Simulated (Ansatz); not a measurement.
# LaIn2Rh (Cmcm): the equilibrium volume, part 2 of 2

Aim: the volume at which the pressure of LaIn2Rh (Cmcm) vanishes.

Ansatz 0.2.0; DFT PBEsol, scalar-relativistic, plane waves, PAW. The steps go on from the part before.

### Step 3. Full relaxation

The input, input.yaml:

```yaml
crystal:
  lattice:
    - [2.2484453, -5.14553847, 0.0]
    - [2.2484453, 5.14553847, 0.0]
    - [0.0, 0.0, 7.97741569]
  atoms:
    - { symbol: La, position: [0.93563, 0.06437, 0.75] }
    - { symbol: La, position: [0.06437, 0.93563, 0.25] }
    - { symbol: In, position: [0.64826, 0.35174, 0.55097] }
    - { symbol: In, position: [0.35174, 0.64826, 0.05097] }
    - { symbol: In, position: [0.35174, 0.64826, 0.44903] }
    - { symbol: In, position: [0.64826, 0.35174, 0.94903] }
    - { symbol: Rh, position: [0.21073, 0.78927, 0.75] }
    - { symbol: Rh, position: [0.78927, 0.21073, 0.25] }
basis:
  ecutwfc: 420
kpoints:
  mp_grid: { grid: [8, 8, 4] }
hamiltonian:
  xc: pbesol
scf:
  occupations: { method: gaussian, width: 0.05 }
output:
  forces: true
  stress: true
  eigenvalues: true
  write_density: true
  write_potential: true
  elf: true
  volumetric_format: npy
relax:
  adjacent_minimum: "off"
  f_tol: 0.005
  max_steps: 80
  cell: { stress_tol: 0.05 }
```

Run with:

```bash
$ ansatz run input.yaml --threads 8 --pin off --max-ram 14336MiB --backend cpu --events-out ev --progress --plain --runs-dir out
```

Output:

```text
Warning: RAYON_NUM_THREADS=8 ignored (pool sized by the plan → 8); use --threads N
Engine: ansatz 0.2.0, aarch64-unknown-linux-gnu
Pseudopotentials: kind: paw
Pseudopotential: La, paw, valence charge 11, recommended cutoff 420 eV (normal), La.paw.azcp
Pseudopotential: In, paw, valence charge 13, recommended cutoff 420 eV (normal), In.paw.azcp
Pseudopotential: Rh, paw, valence charge 17, recommended cutoff 420 eV (normal), Rh.paw.azcp
Functional definition: PBEsol
  exchange = pbesol_x
  correlation = pbesol_c
Crystal: 8 atoms, lattice volume = 184.589 Å³
Basis set: ecut = 420 eV, 3629 PW (Γ), exchange–correlation on 80×80×108 points (8 copies of the dense FFT grid, shifted against one another)
Bands: 65, of which v1, the nominal top of the filled ones, is band 54 counted from 1 (53 counted from 0)
Symmetry: 8 space group operations
Space group: Cmcm (ITA 63), of the structure as read, at distance tolerance 5.7e-5 Å
k-points: 63 of 256
Non-local potential: La, projectors of the file, l = 0: 3, l = 1: 2, l = 2: 2, l = 3: 3
Non-local potential: In, projectors of the file, l = 0: 2, l = 1: 2, l = 2: 2, l = 3: 2
Non-local potential: Rh, projectors of the file, l = 0: 3, l = 1: 2, l = 2: 2, l = 3: 1
PAW form: soft (Blöchl's): semilocal exchange-correlation on the pseudo side does not see the compensation charge
PAW frozen core: La, regenerated for the run's functional, and the local potential with it (the file was generated under x = pbe(κ = 0.804, μ = 0.2195149727645171), c = pbe(β = 0.06672455060314922))
PAW frozen core: In, regenerated for the run's functional, and the local potential with it (the file was generated under x = pbe(κ = 0.804, μ = 0.2195149727645171), c = pbe(β = 0.06672455060314922))
PAW frozen core: Rh, regenerated for the run's functional, and the local potential with it (the file was generated under x = pbe(κ = 0.804, μ = 0.2195149727645171), c = pbe(β = 0.06672455060314922))
PAW one-centre angular grid: La, 590 points (default); XC on 64 Gauss nodes
PAW one-centre angular grid: In, 590 points (default); XC on 64 Gauss nodes
PAW one-centre angular grid: Rh, 590 points (default); XC on 64 Gauss nodes
Initial density: superposition of atomic densities (neutral atoms: chi_scale 0, normalization atom), corrected by the library's trained network
Initial wavefunctions: pseudopotential atomic-orbital guess
Functional: x = pbesol(κ = 0.804, μ = 0.12345679012345678), c = pbesol(β = 0.046)
SCF iter   1: F=—  HF=-47107.019792 eV  |F-HF|=—  |Δ(HF+E_count)|=         —  Δρ=7.69e-3  dr2=1.64e-1  ethr=1.77e-3  ⟨swp⟩=5.7  Hψ=14446  notcnv=0  defer=2
preconditioner: auto → Kerker (q_TF=auto, 2.495 Å⁻¹)  [metal: Δε(μ)=0.013 eV  Ē_g=11.400 eV  σ=0.050 eV  W_gap=0.15  n_scr=50 (ndim 8)  ℏωp=25.6 eV  f_vac=0.000  D(μ)=4.79/eV (n_scr^D=26)]
SCF iter   2: F=—  HF=-47107.001573 eV  |F-HF|=—  |Δ(HF+E_count)|=   1.82e-2  Δρ=2.64e-3  dr2=1.94e-2  ethr=1.52e-4  ⟨swp⟩=2.3  Hψ=7665  notcnv=0  defer=350
SCF iter   3: F=—  HF=-47106.998307 eV  |F-HF|=—  |Δ(HF+E_count)|=   3.27e-3  Δρ=8.31e-4  dr2=2.41e-3  ethr=1.80e-5  ⟨swp⟩=2.0  Hψ=6701  notcnv=0  defer=350
SCF iter   4: F=—  HF=-47106.997678 eV  |F-HF|=—  |Δ(HF+E_count)|=   6.28e-4  Δρ=1.74e-4  dr2=1.20e-4  ethr=2.23e-6  ⟨swp⟩=2.0  Hψ=5233  notcnv=0  defer=350
SCF iter   5: F=—  HF=-47106.997652 eV  |F-HF|=—  |Δ(HF+E_count)|=   2.63e-5  Δρ=5.58e-5  dr2=7.60e-6  ethr=1.11e-7  ⟨swp⟩=2.0  Hψ=6455  notcnv=0  defer=350
SCF iter   6: F=—  HF=-47106.997761 eV  |F-HF|=—  |Δ(HF+E_count)|=   1.09e-4  Δρ=1.78e-5  dr2=8.49e-7  ethr=7.03e-9  ⟨swp⟩=2.0  Hψ=6487  notcnv=0  defer=350
SCF iter   7: F=-47106.997760 eV  HF=-47106.997760 eV  |F-HF|=2.31e-8  |Δ(HF+E_count)|=   1.08e-7  Δρ=4.31e-6  dr2=4.55e-8  ethr=9.26e-11  ⟨swp⟩=16.8  Hψ=37071  notcnv=0
SCF 1 converged in 7 iterations: F = -47106.997760 eV  dr2 = 4.55e-8
relax step   1: F+E_penalty+E_count = -47106.99776037 eV  Δ(F+E_penalty+E_count) = +0.000e0 eV  max|allowed force component| = 1.871e-1 eV/Å  Δτ_max = 0.0000 Å  P = -2.369 GPa  Ω = 184.589 Å³  (7 SCF iters, dr2 threshold 1.00e-7 eV, accepted)
Crystal: 8 atoms, lattice volume = 174.557 Å³
Basis set: ecut = 420 eV, 3405 PW (Γ), exchange–correlation on 80×80×108 points (8 copies of the dense FFT grid, shifted against one another)
Initial density: handed on by an earlier stage of this run
Initial wavefunctions: those handed on with the density
iter 1 solved again at ethr=2.64e-4 eV; its pass at ethr=3.10e-3 eV (dr2=2.85e-1 eV) is discarded
SCF iter   1: F=—  HF=-47107.059395 eV  |F-HF|=—  |Δ(HF+E_count)|=         —  Δρ=9.04e-3  dr2=2.94e-1  ethr=2.64e-4  ⟨swp⟩=1.6  Hψ=21822  notcnv=0
preconditioner: auto → Kerker (q_TF=auto, 2.518 Å⁻¹)  [metal: Δε(μ)=0.020 eV  Ē_g=11.538 eV  σ=0.050 eV  W_gap=0.22  n_scr=50 (ndim 8)  ℏωp=26.4 eV  f_vac=0.000  D(μ)=2.16/eV (n_scr^D=8)]
SCF iter   2: F=—  HF=-47107.023630 eV  |F-HF|=—  |Δ(HF+E_count)|=   3.58e-2  Δρ=2.81e-3  dr2=3.07e-2  ethr=2.64e-4  ⟨swp⟩=3.7  Hψ=6050  notcnv=0
preconditioner: auto → Resta (q_TF=auto, 2.518 Å⁻¹)  ε∞=6.2  [insulator: Δε(μ)=0.072 eV  Ē_g=11.608 eV  σ=0.050 eV  W_gap=0.55  n_scr=50 (ndim 8)  ℏωp=26.4 eV  f_vac=0.000  D(μ)=2.15/eV (n_scr^D=8)  ε∞_Penn≈6.2]
SCF iter   3: F=—  HF=-47107.018336 eV  |F-HF|=—  |Δ(HF+E_count)|=   5.29e-3  Δρ=9.62e-4  dr2=1.82e-3  ethr=2.85e-5  ⟨swp⟩=2.3  Hψ=7553  notcnv=0
SCF iter   4: F=—  HF=-47107.017825 eV  |F-HF|=—  |Δ(HF+E_count)|=   5.11e-4  Δρ=1.22e-4  dr2=3.56e-5  ethr=1.69e-6  ⟨swp⟩=2.9  Hψ=6855  notcnv=0  defer=1
SCF iter   5: F=—  HF=-47107.017922 eV  |F-HF|=—  |Δ(HF+E_count)|=   9.65e-5  Δρ=3.80e-5  dr2=1.98e-6  ethr=3.29e-8  ⟨swp⟩=2.0  Hψ=7416  notcnv=0
SCF iter   6: F=-47107.017921 eV  HF=-47107.017921 eV  |F-HF|=3.59e-8  |Δ(HF+E_count)|=   2.96e-7  Δρ=8.37e-6  dr2=1.33e-7  ethr=7.41e-10  ⟨swp⟩=14.0  Hψ=38030  notcnv=0
SCF 2 converged in 6 iterations: F = -47107.017921 eV  dr2 = 1.33e-7
  Residual-converged pass: ⟨swp⟩=1.0  Hψ=4348  notcnv=0  max |occ|·‖R‖ = 7.1e-9 eV (tolerance 1.0e-8 eV)  dr2=1.33e-7  dr2_onsite=1.75e-8  max |Δocc| = 4.7e-11
relax step   2: F+E_penalty+E_count = -47107.01792128 eV  Δ(F+E_penalty+E_count) = -2.016e-2 eV  max|allowed force component| = 1.270e-1 eV/Å  Δτ_max = 0.0198 Å  P = +2.787 GPa  Ω = 174.557 Å³  energy of the carried Pulay correction = +2.399e-3 eV  (6 SCF iters, dr2 threshold 8.00e-7 eV, accepted)
Crystal: 8 atoms, lattice volume = 179.489 Å³
Basis set: ecut = 420 eV, 3505 PW (Γ), exchange–correlation on 80×80×108 points (8 copies of the dense FFT grid, shifted against one another)
iter 1 solved again at ethr=7.41e-5 eV; its pass at ethr=3.10e-3 eV (dr2=8.00e-2 eV) is discarded
SCF iter   1: F=—  HF=-47107.071681 eV  |F-HF|=—  |Δ(HF+E_count)|=         —  Δρ=4.56e-3  dr2=8.08e-2  ethr=7.41e-5  ⟨swp⟩=1.4  Hψ=23112  notcnv=0
preconditioner: auto → Kerker (q_TF=auto, 2.507 Å⁻¹)  [metal: Δε(μ)=0.027 eV  Ē_g=11.624 eV  σ=0.050 eV  W_gap=0.29  n_scr=50 (ndim 8)  ℏωp=26.0 eV  f_vac=0.000  D(μ)=2.74/eV (n_scr^D=14)]
SCF iter   2: F=—  HF=-47107.061989 eV  |F-HF|=—  |Δ(HF+E_count)|=   9.69e-3  Δρ=1.42e-3  dr2=9.16e-3  ethr=7.41e-5  ⟨swp⟩=3.0  Hψ=5606  notcnv=0  defer=1
SCF iter   3: F=—  HF=-47107.060509 eV  |F-HF|=—  |Δ(HF+E_count)|=   1.48e-3  Δρ=5.29e-4  dr2=9.14e-4  ethr=8.48e-6  ⟨swp⟩=2.0  Hψ=7057  notcnv=0
SCF iter   4: F=—  HF=-47107.060252 eV  |F-HF|=—  |Δ(HF+E_count)|=   2.57e-4  Δρ=9.48e-5  dr2=3.77e-5  ethr=8.47e-7  ⟨swp⟩=2.0  Hψ=5575  notcnv=0
SCF iter   5: F=—  HF=-47107.060350 eV  |F-HF|=—  |Δ(HF+E_count)|=   9.79e-5  Δρ=3.09e-5  dr2=1.63e-6  ethr=3.49e-8  ⟨swp⟩=2.0  Hψ=7107  notcnv=0
SCF iter   6: F=-47107.060350 eV  HF=-47107.060350 eV  |F-HF|=5.24e-8  |Δ(HF+E_count)|=   3.60e-7  Δρ=1.14e-5  dr2=1.42e-7  ethr=7.41e-10  ⟨swp⟩=15.5  Hψ=39577  notcnv=0
SCF 3 converged in 6 iterations: F = -47107.060350 eV  dr2 = 1.42e-7
relax step   3: F+E_penalty+E_count = -47107.06034964 eV  Δ(F+E_penalty+E_count) = -4.243e-2 eV  max|allowed force component| = 1.270e-1 eV/Å  Δτ_max = 0.0088 Å  P = +0.069 GPa  Ω = 179.489 Å³  energy of the carried Pulay correction = +1.203e-3 eV  (6 SCF iters, dr2 threshold 8.00e-7 eV, accepted)
[... 12 lines left out ...]
relax step   4: F+E_penalty+E_count = -47107.06588299 eV  Δ(F+E_penalty+E_count) = -5.533e-3 eV  max|allowed force component| = 9.333e-2 eV/Å  Δτ_max = 0.0098 Å  P = -0.023 GPa  Ω = 179.690 Å³  energy of the carried Pulay correction = +1.155e-3 eV  (6 SCF iters, dr2 threshold 8.00e-7 eV, accepted)
[... 11 lines left out ...]
relax step   5: F+E_penalty+E_count = -47107.06991758 eV  Δ(F+E_penalty+E_count) = -4.035e-3 eV  max|allowed force component| = 2.857e-2 eV/Å  Δτ_max = 0.0355 Å  P = +0.015 GPa  Ω = 179.752 Å³  energy of the carried Pulay correction = +1.140e-3 eV  (6 SCF iters, dr2 threshold 5.44e-7 eV, accepted)
[... 13 lines left out ...]
relax step   6: F+E_penalty+E_count = -47107.07073057 eV  Δ(F+E_penalty+E_count) = -8.130e-4 eV  max|allowed force component| = 1.555e-2 eV/Å  Δτ_max = 0.0047 Å  P = +0.063 GPa  Ω = 179.653 Å³  energy of the carried Pulay correction = +1.164e-3 eV  (6 SCF iters, dr2 threshold 8.68e-8 eV, accepted)
[... 12 lines left out ...]
relax step   7: F+E_penalty+E_count = -47107.07091529 eV  Δ(F+E_penalty+E_count) = -1.847e-4 eV  max|allowed force component| = 1.492e-3 eV/Å  Δτ_max = 0.0039 Å  P = -0.005 GPa  Ω = 179.743 Å³  energy of the carried Pulay correction = +1.142e-3 eV  (6 SCF iters, dr2 threshold 3.79e-8 eV, accepted)
Initial wavefunctions: pseudopotential atomic-orbital guess (no wavefunctions were taken with the density)
iter 1 solved again at ethr=2.14e-7 eV; its pass at ethr=3.10e-3 eV (dr2=2.31e-4 eV) is discarded
SCF iter   1: F=—  HF=-47107.069678 eV  |F-HF|=—  |Δ(HF+E_count)|=         —  Δρ=4.93e-5  dr2=7.41e-7  ethr=2.14e-7  ⟨swp⟩=4.0  Hψ=27320  notcnv=0
preconditioner: auto → Resta (q_TF=auto, 2.506 Å⁻¹)  ε∞=6.0  [insulator: Δε(μ)=0.065 eV  Ē_g=11.600 eV  σ=0.050 eV  W_gap=0.63  n_scr=50 (ndim 8)  ℏωp=26.0 eV  f_vac=0.000  D(μ)=1.88/eV (n_scr^D=4)  ε∞_Penn≈6.0]
SCF iter   2: F=—  HF=-47107.069792 eV  |F-HF|=—  |Δ(HF+E_count)|=   1.14e-4  Δρ=2.38e-5  dr2=1.61e-7  ethr=6.86e-10  ⟨swp⟩=2.3  Hψ=7625  notcnv=0
SCF iter   3: F=—  HF=-47107.069793 eV  |F-HF|=—  |Δ(HF+E_count)|=   1.11e-7  Δρ=4.83e-6  dr2=9.04e-9  ethr=1.49e-10  ⟨swp⟩=2.0  Hψ=7291  notcnv=0
SCF iter   4: F=—  HF=-47107.069793 eV  |F-HF|=—  |Δ(HF+E_count)|=   4.69e-9  Δρ=4.70e-7  dr2=2.48e-10  ethr=8.37e-12  ⟨swp⟩=2.0  Hψ=7460  notcnv=0
iter 5 did not close the SCF: its close was put off for the readings that it lacked (scf_convergence_deferred on its scf_iter line)
SCF iter   5: F=-47107.069793 eV  HF=-47107.069793 eV  |F-HF|=1.46e-11  |Δ(HF+E_count)|=  4.37e-11  Δρ=1.16e-7  dr2=2.73e-11  ethr=1.00e-12  ⟨swp⟩=1.3  Hψ=4115  notcnv=0
SCF iter   6: F=-47107.069793 eV  HF=-47107.069793 eV  |F-HF|=1.46e-11  |Δ(HF+E_count)|=  1.46e-11  Δρ=3.58e-8  dr2=1.64e-12  ethr=1.00e-12  ⟨swp⟩=6.6  Hψ=23190  notcnv=0
SCF 8 converged in 6 iterations: F = -47107.069793 eV  dr2 = 1.64e-12
relax step   8: F+E_penalty+E_count = -47107.06979253 eV  Δ(F+E_penalty+E_count) = +1.123e-3 eV  max|allowed force component| = 1.563e-3 eV/Å  Δτ_max = 0.0000 Å  P = -0.003 GPa  Ω = 179.743 Å³  stress off target by 5.32e-3 GPa  SCF on the basis re-selected at this cell (its energy is not comparable with the rows above)  (6 SCF iters)
basis re-selected at this cell: Δ(F+E_penalty+E_count) = +1.123e-3 eV, ΔP = +0.001 GPa vs the last step (what re-selecting the basis moved, of the pressure what is left beyond the Pulay correction that the steps carried, after the strain that the cell walked since its last selection, with what the two solves' SCF thresholds leave and, on support functions, any second-order correction that the steps lacked; it is no measure of the basis error at this ecutwfc). This SCF's stress stands 5.32e-3 GPa from its target on what of the cell is left free (relax.cell.stress_tol is 5.00e-2 GPa) and its largest allowed force component is 1.56e-3 eV/Å (relax.f_tol is 5.00e-3 eV/Å): within both
SCF converged after 6 iterations
Free energy (F): -47107.069793 eV
Harris-Foulkes:  -47107.069793 eV  (|F-HF|=1.46e-11)
Internal energy: -47107.067446 eV  (E = F + TS)
E sigma→0 (E₀):  -47107.068619 eV
Entropy (-TS):   -0.002346 eV (-0.293 meV/atom)
Fermi energy:    14.118167 eV
--- Per-component energies (eV) ---
  E_band       = -352.952192
  E_kinetic    = 2518.848307
  E_local      = -9588.966980  (includes V_loc(G=0)·N_el)
  E_nonlocal   = 2385.271305
  E_hartree    = 3739.813317
  E_xc         = -1577.634009
  E_vxc        = -1257.792382  (∫ρ·V_xc dr)
  E_paw        = -34044.862546  (= ΣΔE_a)
  E_vpaw       = -1889.940829  (= ΣTr[D̂ρ^β])
  E_aug_tail   = 0.001789  (compensation charges beyond the density's cutoff)
  E_ewald      = -10541.373656
  E_core_change = 1.835028  (= ΣΔE_core)
  E_smearing   = -0.002346  (= −TS)
  E_closure    = 0.000000  (closes the sum)
  Σ components = -47107.069793   (vs F -47107.069793, Δ=0.00e0)
--- Forces (eV/Å), atoms counted from 1 ---
  atom   1  La     0.00000000     0.00156292     0.00000000
  atom   2  La     0.00000000    -0.00156292     0.00000000
  atom   3  In     0.00000000     0.00155624     0.00068297
  atom   4  In    -0.00000000    -0.00155624     0.00068297
  atom   5  In     0.00000000    -0.00155624    -0.00068297
  atom   6  In    -0.00000000     0.00155624    -0.00068297
  atom   7  Rh     0.00000000     0.00023876     0.00000000
  atom   8  Rh     0.00000000    -0.00023876     0.00000000
  max |Σ_I F_I| component: 8.67e-19 eV/Å
--- Stress (GPa, compression-positive) ---
       -0.004961       0.000000       0.000000
        0.000000       0.000427       0.000000
        0.000000       0.000000      -0.005317
  P = ⅓ Tr σ = -0.0033 GPa (-0.033 kbar)
--- Band table (eV; the first three rows and the last of 63) ---
  k-point 0: bands = ["-63.8824", "-63.8824", "-31.9079", "-31.9077", "-31.8467", "-31.8460", "-31.7979", "-31.7979", "-18.4545", "-18.4339", "-2.5495", "-2.4211", "-2.3873", "-2.2296", "-2.2222", "-2.2018", "-0.4502", "-0.4419", "-0.4291", "-0.4087", "-0.3551", "-0.3463", "-0.3456", "-0.3401", "-0.3331", "-0.3324", "-0.2152", "-0.2043", "-0.1997", "-0.1791", "-0.1789", "-0.1591", "-0.1089", "-0.0877", "-0.0826", "-0.0700", "5.3256", "7.5622", "8.2776", "10.4449", "10.8946", "11.0472", "11.1328", "11.1802", "11.2139", "11.8577", "11.8668", "11.9994", "12.0886", "12.1115", "12.9484", "13.1289", "13.3671", "14.3983", "14.4597", "14.5380", "14.6201", "15.1476", "15.3465", "15.3648", "15.8929", "16.0547", "16.1023", "16.1278", "16.1689"]
  k-point 1: bands = ["-63.8824", "-63.8824", "-31.9079", "-31.9078", "-31.8466", "-31.8461", "-31.7979", "-31.7979", "-18.4515", "-18.4369", "-2.5146", "-2.4051", "-2.4011", "-2.2633", "-2.2252", "-2.2055", "-0.4350", "-0.4340", "-0.4305", "-0.4218", "-0.3675", "-0.3511", "-0.3431", "-0.3426", "-0.3409", "-0.3391", "-0.2107", "-0.1877", "-0.1867", "-0.1741", "-0.1693", "-0.1674", "-0.1104", "-0.0892", "-0.0856", "-0.0839", "5.5201", "6.8612", "9.0194", "10.2567", "10.7882", "10.8361", "11.1300", "11.3871", "11.5184", "11.6825", "11.8735", "11.9716", "12.1581", "12.2272", "13.0612", "13.1527", "13.3504", "13.7681", "14.2311", "14.2574", "14.8474", "15.2942", "15.5298", "15.7842", "15.9936", "16.0036", "16.0350", "16.1750", "16.2441"]
  k-point 2: bands = ["-63.8824", "-63.8824", "-31.9078", "-31.9078", "-31.8464", "-31.8464", "-31.7979", "-31.7979", "-18.4442", "-18.4442", "-2.4448", "-2.4448", "-2.3493", "-2.3493", "-2.2150", "-2.2150", "-0.4368", "-0.4368", "-0.4009", "-0.4009", "-0.3936", "-0.3936", "-0.3418", "-0.3418", "-0.3405", "-0.3405", "-0.1929", "-0.1929", "-0.1724", "-0.1724", "-0.1593", "-0.1593", "-0.1085", "-0.1085", "-0.0901", "-0.0901", "6.0645", "6.0645", "9.8355", "9.8355", "10.6512", "10.6512", "11.3644", "11.3644", "11.6167", "11.6167", "11.9168", "11.9168", "12.3969", "12.3969", "12.9354", "12.9354", "13.6424", "13.6424", "13.8321", "13.8321", "15.3167", "15.3167", "15.5274", "15.5274", "16.1117", "16.1117", "16.1393", "16.1393", "16.3267"]
  k-point 62: bands = ["-63.8824", "-63.8824", "-31.9084", "-31.9084", "-31.8464", "-31.8464", "-31.7979", "-31.7979", "-18.4368", "-18.4368", "-2.5067", "-2.5067", "-2.3481", "-2.3481", "-2.1898", "-2.1898", "-0.5103", "-0.5103", "-0.5019", "-0.5019", "-0.4160", "-0.4160", "-0.3548", "-0.3548", "-0.3122", "-0.3122", "-0.2047", "-0.2047", "-0.1868", "-0.1868", "-0.1170", "-0.1170", "-0.0765", "-0.0765", "-0.0194", "-0.0194", "7.0592", "7.0592", "8.1636", "8.1636", "10.8765", "10.8765", "11.1822", "11.1822", "11.2716", "11.2716", "11.8721", "11.8721", "12.0204", "12.0204", "13.1034", "13.1034", "14.3117", "14.3117", "14.5826", "14.5826", "15.6625", "15.6625", "16.0472", "16.0472", "16.0665", "16.0665", "16.1899", "16.1899", "16.2764"]
--- Relaxed structure (7 steps of the walk, 7 accepted, 1 SCFs on fresh bases) ---
  F+E_penalty+E_count = -47107.06979253 eV   max|allowed force component| = 1.563e-3 eV/Å   (the final SCF, on the basis selected at the relaxed cell)
  cell:  # Å, volume = 179.7427 Å³
    - [2.2432293177213123, -5.023279274063902, 0.0]
    - [2.2432293177213123, 5.023279274063902, 0.0]
    - [0.0, 0.0, 7.975542488083419]
  atoms:
    - { symbol: La, position: [0.9380132950667888, 0.061986704933211234, 0.75] }
    - { symbol: La, position: [0.061986704933211234, 0.9380132950667888, 0.25] }
    - { symbol: In, position: [0.6489330502157674, 0.3510669497842326, 0.5493210070561045] }
    - { symbol: In, position: [0.3510669497842326, 0.6489330502157674, 0.04932100705610444] }
    - { symbol: In, position: [0.3510669497842326, 0.6489330502157674, 0.4506789929438956] }
    - { symbol: In, position: [0.6489330502157674, 0.3510669497842326, 0.9506789929438956] }
    - { symbol: Rh, position: [0.2039712066414564, 0.7960287933585436, 0.75] }
    - { symbol: Rh, position: [0.7960287933585436, 0.2039712066414564, 0.25] }
```

Run time: 57 s. Hardware: 8 threads of Arm Neoverse V1, shared host; peak memory 1.3 GiB.

How the relaxation went:

```tsv
step	energy from step 1 (meV/atom)	largest force component (eV/Å)	pressure (GPa)	volume (Å³/atom)
1	0.0	0.187	-2.37	23.074
2	-2.5	0.127	2.79	21.820
3	-7.8	0.127	0.07	22.436
4	-8.5	0.093	-0.02	22.461
5	-9.0	0.029	0.02	22.469
6	-9.1	0.016	0.06	22.457
7	-9.1	0.001	0.00	22.468
8	-9.0	0.002	0.00	22.468
```

Step 1 is the start. Step 8 repeats the geometry before it on a plane-wave basis chosen anew for the final cell, which shifts the energy by +0.1 meV/atom.

Result: volume 22.468 Å³/atom, pressure 0.00 GPa, no gap.

### Step 4. The cell, before and after

How the cell compares, before and after:

| cell as typed | before | after | change |
| --- | --- | --- | --- |
| a (Å) | 5.615 | 5.501 | -2.0 % |
| b (Å) | 5.615 | 5.501 | -2.0 % |
| c (Å) | 7.977 | 7.976 | 0 % |
| γ (°) | 132.79 | 131.87 | -0.92° |
| volume (Å³/atom) | 23.074 | 22.468 | -2.6 % |
| shortest distance (Å) | 2.805 | 2.672 | -4.8 % |
| space group | Cmcm | Cmcm | same |

### Step 5. What came out

This closing draws on all 2 parts. Changes of volume or cell count from the first structure of part 1.

```
         quantity                                                                       value
           volume                                                              22.468 Å³/atom
         pressure                                                                    0.00 GPa
conventional cell  a = 4.486 Å, b = 10.047 Å, c = 7.976 Å, α = 90.00°, β = 90.00°, γ = 90.00°
  gap on the mesh                                                                none (metal)
```

**Reading.** From the first run shown, the volume went from 23.07 to 22.47 Å³/atom (-2.6 %) in 2 runs, where the pressure is zero within 0.01 GPa.
